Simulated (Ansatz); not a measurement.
# HfC+ (doublet): the correlation ladder, def2-SVP

How much of the correlation energy of HfC+ (doublet) does each wave-function method recover here?

The runs use Ansatz 0.2.0, Gaussian basis; def2-SVP, core rule «outside noble gas», up to 5 orbitals frozen.

Plan: UHF; CCSD(T) on ROHF; CCSD(T) on UHF; CISD; CCSDT(Q) on ROHF; CCSDT(Q) on UHF; CCSDTQ on ROHF.

17 further runs of the same task are left out: 11 for a known fault of the program, 6 set aside as unsound or not needed.

### Step 1. What is computed

The geometry is a PBE0/def2-TZVP stationary point (not a proven minimum) of the parent state, kept for this charge and spin. No spin-orbit coupling is included. Elements past krypton take def2 core potentials.

2 atoms, charge 1, spin multiplicity 2.

Atoms are counted from 1 here; the program's logs count them from 0.

Bond lengths: Hf1–C2 1.798 Å.

### Step 2. UHF

File in.yaml:

```yaml
crystal:
  periodic: [false, false, false]
  atoms:
    - {symbol: Hf, position_ang: [0.000000, 0.000000, 0.000000]}
    - {symbol: C, position_ang: [0.000000, 0.000000, 1.798320]}
basis:
  gaussian: {orbitals: def2-SVP}
total_charge: 1
magnetization: {spin_polarized: true, initial_magnetization: 1}
hamiltonian: {xc: hf}
output: {orbitals: {seedname: orbitals}}
```

Run with:

```
$ ansatz run in.yaml --threads 1 --pin off --events-out ev --progress --plain --max-ram 2816MiB --backend cpu
```

The runs that follow: CCSD(T) on ROHF; CCSD(T) on UHF; CISD; CCSDT(Q) on ROHF; CCSDT(Q) on UHF; CCSDTQ on ROHF.

**Question.** What will the summary of the whole plan be? Wanted: RCCSDTQ below the RHF energy; RMP2 from RCCSDTQ; UMP2 from RCCSDTQ; RCCSD from RCCSDTQ; RCCSD(T) from RCCSDTQ; UCCSD(T) from RCCSDTQ; RCCSDT(Q) from RCCSDTQ; UCCSDT(Q) from RCCSDTQ; T1 diagnostic.

The runs gave:

| quantity | value |
| --- | --- |
| RCCSDTQ below the RHF energy | -5.8288 eV |
| RMP2 from RCCSDTQ | +355.2 meV |
| UMP2 from RCCSDTQ | +1377.6 meV |
| RCCSD from RCCSDTQ | +405.3 meV |
| RCCSD(T) from RCCSDTQ | +55.7 meV |
| UCCSD(T) from RCCSDTQ | +83.3 meV |
| RCCSDT(Q) from RCCSDTQ | -5.0 meV |
| UCCSDT(Q) from RCCSDTQ | -13.6 meV |
| levels within 1 kcal/mol (43 meV) | RCCSDT, UCCSDT, RCCSDT(Q), UCCSDT(Q) |
| T1 diagnostic | 0.050 |

**Reading.** RCCSD(T) lands +55.7 meV from the yardstick (1.0 % of the correlation energy). CCSD(T) misses by +55.7 meV on the restricted determinant and by +83.3 meV on the unrestricted one; the two need not hold the same state or core. Coupled cluster took another determinant than the lowest Hartree-Fock one. These misses are within one basis, not against nature; the frozen cores of restricted and unrestricted runs differ, which can shift their rows.
